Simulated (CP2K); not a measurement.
The system is HPbNO4.

```
CELL_PARAMETERS angstrom
3.85778 0.00000 0.00000
-0.04303 5.53506 0.00000
-0.41973 -1.73538 5.78618
ATOMIC_POSITIONS crystal
H 0.10913 0.65718 0.54463
Pb 0.61029 0.52127 0.15100
N 0.91580 0.96263 0.95867
O 0.01384 0.13639 0.88084
O 0.72398 0.01057 0.12858
O 0.00389 0.73732 0.87043
O 0.11927 0.59324 0.37651
```

The cell was built by a generator and needn't be a form met in nature.

```yaml
Program: CP2K 2026.2
Task: relaxation of cell and atoms
Functional: LDA
Potentials_or_basis: GTH_POTENTIALS H GTH-PADE-q1, Pb GTH-PADE-q4, N GTH-PADE-q5, O GTH-PADE-q6; DZVP-MOLOPT-PBE-GTH basis
Density_cutoff: 8163 eV
k_mesh: 5 × 4 × 4
Occupations: fermi-dirac, width 0.05 eV
Spin: no spin polarisation
```

At the start: pressure -3.2 GPa; volume 17.65 Å³/atom.

Task: Where does the relaxation end?

Result: Over 30 steps the energy falls by 30.4 meV/atom and the volume is 15.17 Å³/atom (-14.1 %); space group P1 (No. 1, to 0.05 Å).

Step by step:
```tsv
step	energy change (eV)	largest force (eV/Å)	volume (Å³)
1	0.0000	1.1431	123.55
2	-0.0219	0.2703	123.11
3	-0.0430	0.4939	122.12
4	-0.0727	0.9575	119.93
5	-0.0949	1.0070	117.87
6	-0.1164	0.7105	115.79
7	-0.1311	0.6851	114.45
8	-0.1484	0.9414	112.85
9	-0.1674	0.7329	110.73
10	-0.1748	0.3065	109.89
11	-0.1773	0.1603	109.81
12	-0.1790	0.2430	109.74
13	-0.1815	0.3196	109.54
14	-0.1855	0.3222	109.10
15	-0.1912	0.3540	108.37
16	-0.1969	0.3460	107.68
17	-0.2027	0.2578	107.16
18	-0.2054	0.2676	107.02
19	-0.2067	0.1643	107.03
20	-0.2076	0.1090	107.01
21	-0.2083	0.1180	106.96
22	-0.2090	0.1324	106.88
23	-0.2096	0.0905	106.81
24	-0.2099	0.0876	106.75
25	-0.2103	0.0957	106.69
26	-0.2110	0.1746	106.56
27	-0.2120	0.2064	106.37
28	-0.2127	0.1366	106.22
29	-0.2129	0.0430	106.19
30	-0.2129	0.0430	106.19
```

Final structure:
```
H Pb N O
1.0
     3.64771    0.00000    0.00000
    -0.04124    5.30460    0.00000
    -0.39808   -1.64588    5.48776
H Pb N O
1 1 1 4
Direct
  0.09499 0.66045 0.56393
  0.58493 0.52080 0.14446
  0.92909 0.96257 0.95481
  0.03691 0.14034 0.87088
  0.72293 0.01325 0.13106
  0.02433 0.72619 0.86588
  0.10185 0.60248 0.38215
```

Caveat: the basis of atomic orbitals isn't converged, which shifts pressures, moduli and gaps.
